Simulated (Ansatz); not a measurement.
**SiH₂Cl₂ + SiH₃Cl: a complex and its separated parts**

Aim: how far the complex at one end of a reaction step lies below its separated, relaxed parts, level by level.

Computed with Ansatz 0.2.0, Gaussian basis. Level: PBE0-D4/def2-TZVP structures, single points in def2-TZVPP, no counterpoise correction.

Levels: SPW92, PBE-D4, BLYP-D4, r2SCAN-D4, B97M-V, PBE0-D4, B3LYP-D4, r2SCAN0-D4, BHLYP-D4, CAM-B3LYP-D4, wB97X-V, wB97M-V, B2PLYP, PBE-QIDH, RPA on PBE, Hartree-Fock, MP2, CCSD, CCSD(T).

Correlated methods freeze the cores. B3LYP uses VWN-RPA correlation. B2PLYP carries no dispersion term here.

94 further runs of the same task are left out: 94 set aside as unsound or not needed. Runs told in other sessions of the task aren't counted.

## 1. The starting structure

The complex: 10 atoms, charge 0, spin multiplicity 1.

Atoms are counted from 1 here; the program's logs count them from 0.

Bond lengths: Si1–Cl3 2.046 Å, Si1–Cl4 2.043 Å, Si1–H5 1.474 Å, Si1–H6 1.473 Å, Cl2–Si7 2.061 Å, Si7–H8 1.481 Å, Si7–H9 1.479 Å, Si7–H10 1.480 Å. Angles: Cl3–Si1–Cl4 109.2°, Cl3–Si1–H5 108.5°, Cl3–Si1–H6 108.8°, Cl4–Si1–H5 108.2°, Cl4–Si1–H6 108.3°, H5–Si1–H6 113.7°, Cl2–Si7–H8 107.6°, Cl2–Si7–H9 108.6°, Cl2–Si7–H10 108.2°, H8–Si7–H9 110.7°, H8–Si7–H10 110.6°, H9–Si7–H10 111.1°.

Coordinates:

```
atom    x (Å)    y (Å)    z (Å)
 Si1  -1.2026  -1.6443   0.4138
 Cl2   1.6053   0.4745   1.1561
 Cl3  -0.5179  -1.3460  -1.4911
 Cl4  -2.8719  -2.8213   0.3519
  H5  -1.5805  -0.3389   0.9848
  H6  -0.1657  -2.3515   1.1855
 Si7   1.2428   1.7832  -0.3941
  H8   1.8868   3.0718  -0.0517
  H9   1.8253   1.2201  -1.6312
 H10  -0.2215   1.9523  -0.5241
```

Its parts: SiH₂Cl₂ holds atoms 1, 3, 4, 5, 6; SiH₃Cl holds atoms 2, 7, 8, 9, 10. Each part counts its atoms afresh in its own runs.

## 2. Relaxing SiH₂Cl₂ alone

Input file relax-a/in.yaml:

```yaml
crystal:
  periodic: [false, false, false]
  atoms:
    - {symbol: Si, position_ang: [-1.202639, -1.644315, 0.413831]}
    - {symbol: Cl, position_ang: [-0.517856, -1.345953, -1.491110]}
    - {symbol: Cl, position_ang: [-2.871873, -2.821298, 0.351918]}
    - {symbol: H, position_ang: [-1.580549, -0.338857, 0.984848]}
    - {symbol: H, position_ang: [-0.165723, -2.351481, 1.185543]}
basis:
  gaussian: {orbitals: def2-TZVP}
hamiltonian: {xc: pbe0, dispersion: d4}
relax: {f_tol: 0.005, max_steps: 200}
```

Command:

```
$ ansatz run in.yaml --threads 8 --pin off --events-out ev --progress --plain --max-ram 19148MiB
```

The runs that follow: Relaxing SiH₃Cl alone; SPW92/def2-TZVPP; PBE-D4/def2-TZVPP; BLYP-D4/def2-TZVPP; r2SCAN-D4/def2-TZVPP; B97M-V/def2-TZVPP; PBE0-D4/def2-TZVPP; B3LYP-D4/def2-TZVPP; r2SCAN0-D4/def2-TZVPP; BHLYP-D4/def2-TZVPP; CAM-B3LYP-D4/def2-TZVPP; wB97X-V/def2-TZVPP; wB97M-V/def2-TZVPP; B2PLYP/def2-TZVPP; PBE-QIDH/def2-TZVPP; RPA on PBE/def2-TZVPP; CCSD(T)/def2-TZVPP; MP2/def2-QZVPP; Vibrations of SiH₂Cl₂; Vibrations of SiH₃Cl.

**Question.** What will these runs give? Wanted: complex less parts, CCSD(T)/def2-TZVPP; with zero-point energy; largest T1 diagnostic.

As calculated:

| quantity | value |
| --- | --- |
| complex less parts, CCSD(T)/def2-TZVPP | -10.2 kJ/mol |
| with zero-point energy | -7.9 kJ/mol |
| largest T1 diagnostic | 0.009 |

**Reading.** At CCSD(T) the complex lies 10.2 kJ/mol below its parts. The functionals run from r2SCAN-D4, off by -1.6 kJ/mol, to SPW92, off by -8.0 kJ/mol, against CCSD(T). Mean unsigned error by rung: LDA 8.0, GGA 4.4, meta-GGA 1.7, hybrid 3.9, range-separated hybrid 3.2, double hybrid 4.1 kJ/mol. The double hybrids carry no dispersion term here, unlike the levels marked D4 or V. PBE-D4 gives a relative energy 4.2 kJ/mol too low, an error of 41 % of the reference. No counterpoise was applied, and triple zeta lacks some correlation, so the CCSD(T) reference has a basis error of its own, and close matches with it are partly luck.
